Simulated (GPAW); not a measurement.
GaN:

```
Ga N
1.0
     3.19000    0.00000    0.00000
    -1.59500    2.76262    0.00000
     0.00000    0.00000    5.18900
Ga N
2 2
Direct
  0.66667 0.33333 0.00000
  0.33333 0.66667 0.50000
  0.66667 0.33333 0.37500
  0.33333 0.66667 0.87500
```

Base run:

```yaml
Program: GPAW 26.7.0
Functional: GLLB-SC
Potentials_or_basis: the program's PAW data sets (release 1.2.1) made for this functional
Cutoff: 800 eV
Basis: pw
k_mesh: 7 × 7 × 4
Occupations: fermi-dirac, width 0.05 eV
Spin: no spin polarisation
```

Its results: band gap on the k mesh, kohn-sham part alone 2.31 eV, direct.

Q: The run is repeated on the same cell with these changes: functional from GLLB-SC to LDA. What comes out?

A: Band gap on the k mesh 2.04 eV, direct.

Caveats: a model potential gives levels but no total energy (some runs); an odd mesh through Γ misses points on the zone boundary, where band edges often lie (some runs).

Not every run made on this cell is shown here.
